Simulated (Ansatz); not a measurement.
# H2O on Ir (Iridium) (111)

This session takes Ir (Iridium) and sets out to compare the adsorption sites of H2O.

The COD entry's cell or inner coordinates are ideal or old and differ from later refinements, so a difference from it is no clean test against experiment.

Computed with Ansatz 0.2.0 (DFT PBE+D3(BJ), scalar-relativistic, plane waves, PAW, unless a step's input says otherwise).

2 further runs of the same task are left out: 2 set aside as unsound or not needed.

## Step 1: Starting point

It takes space group P3m1 (No. 156, trigonal). The conventional cell has a = 2.716 Å, b = 2.716 Å, c = 23.652 Å, α = 90.00°, β = 90.00°, γ = 120.00°. Around Ir (site symmetry 3m) lie 9 Ir at 2.72 Å. Around Ir (site symmetry 3m) lie 12 Ir at 2.69 to 2.72 Å. Around Ir (site symmetry 3m) lie 9 Ir at 2.69 to 2.72 Å.

As a file:

```cif
data_structure
_symmetry_space_group_name_H-M 'P3m1'
_symmetry_Int_Tables_number 156
_cell_length_a 2.7157
_cell_length_b 2.7157
_cell_length_c 23.6520
_cell_angle_alpha 90.000
_cell_angle_beta 90.000
_cell_angle_gamma 120.000
_cell_volume 151.06
loop_
_atom_site_label
_atom_site_type_symbol
_atom_site_symmetry_multiplicity
_atom_site_Wyckoff_symbol
_atom_site_fract_x
_atom_site_fract_y
_atom_site_fract_z
_atom_site_occupancy
Ir1 Ir 1 c 0.66667 0.33333 0.64062 1
Ir2 Ir 1 b 0.33333 0.66667 0.54687 1
Ir3 Ir 1 a 0.00000 0.00000 0.45446 1
Ir4 Ir 1 c 0.66667 0.33333 0.36195 1
```

Planes are indexed in the bulk's conventional cell (Fm-3m (No. 225)), a = 3.841 Å, b = 3.841 Å, c = 3.841 Å, α = 90.00°, β = 90.00°, γ = 90.00°.

It is a (111) slab, 6.7 Å thick as cut, with 17 Å of vacuum, in a 2×2 surface cell; its outer planes are Ir (top) and Ir (bottom). An earlier relaxation, lower half held, gave -190966.5185 eV, work function 5.43 eV (top face), 5.45 eV (bottom face).

## Step 2: Start: H2O, top (Ir)

File input.yaml:

```yaml
crystal:
  lattice:
    - [5.4313533137, 0.0, 0.0]
    - [-2.7156766569, 4.7036899466, 0.0]
    - [0.0, 0.0, 26.0320221157]
  atoms:
    - { symbol: Ir, position: [0.3333333333, 0.1666666667, 0.3265209272] }
    - { symbol: Ir, position: [0.3333333333, 0.6666666667, 0.3265209272] }
    - { symbol: Ir, position: [0.8333333333, 0.1666666667, 0.3265209272] }
    - { symbol: Ir, position: [0.8333333333, 0.6666666667, 0.3265209272] }
    - { symbol: Ir, position: [0.6666666667, 0.3333333333, 0.4116983559] }
    - { symbol: Ir, position: [0.6666666667, 0.8333333333, 0.4116983559] }
    - { symbol: Ir, position: [0.1666666667, 0.3333333333, 0.4116983559] }
    - { symbol: Ir, position: [0.1666666667, 0.8333333333, 0.4116983559] }
    - { symbol: Ir, position: [0.0, 0.5, 0.4956599755] }
    - { symbol: Ir, position: [0.0, 0.0, 0.4956599755] }
    - { symbol: Ir, position: [0.5, 0.5, 0.4956599755] }
    - { symbol: Ir, position: [0.5, 0.0, 0.4956599755] }
    - { symbol: Ir, position: [0.3333333333, 0.6666666667, 0.5797129325] }
    - { symbol: Ir, position: [0.3333333333, 0.1666666667, 0.5797129325] }
    - { symbol: Ir, position: [0.8333333333, 0.6666666667, 0.5797129325] }
    - { symbol: Ir, position: [0.8333333333, 0.1666666667, 0.5797129325] }
    - { symbol: O, position: [0.3333333333, 0.6666666667, 0.6688339385] }
    - { symbol: H, position: [0.3581064728, 0.5178572498, 0.6834313447] }
    - { symbol: H, position: [0.4846250019, 0.838632544, 0.6834313447] }
basis:
  ecutwfc: 420
kpoints:
  mp_grid: { grid: [6, 6, 1] }
hamiltonian:
  xc: pbe
  dispersion: d3bj
scf:
  occupations: { method: gaussian, width: 0.1 }
output:
  forces: true
  eigenvalues: true
  write_density: true
  write_potential: true
  elf: true
  volumetric_format: npy
relax:
  adjacent_minimum: "off"
  f_tol: 0.03
  max_steps: 70
  constraints: [{ sites: [0, 1, 2, 3, 4, 5, 6, 7] }]
efield:
  axis: 3
  dipole_correction: true
```

Command:

```bash
$ ansatz run input.yaml --threads 8 --pin off --max-ram 22528MiB --backend cpu --events-out ev --progress --plain --runs-dir out
```

Further runs follow: H2O put at a hollow (nearest Ir) site; H2O put at a bridge (Ir-Ir) site.

Q: Predict the outcome of this session. Wanted: H2O: lowest end.

**Answer**, as computed:

```
       quantity                                                           value
H2O: lowest end  E_ads -0.49 eV, from the top (Ir) start, 1 bonded, 2.37 Å high
```

H2O binds with 0.49 eV at best, as in physisorption or a weak bond; the ends span 0.00 eV. It lowers the work function by 1.14 eV, as a dipole layer with its positive end outwards does. The runs treat Ir without spin-orbit coupling. The final runs have no spin polarisation, so a magnetic state may lie lower.
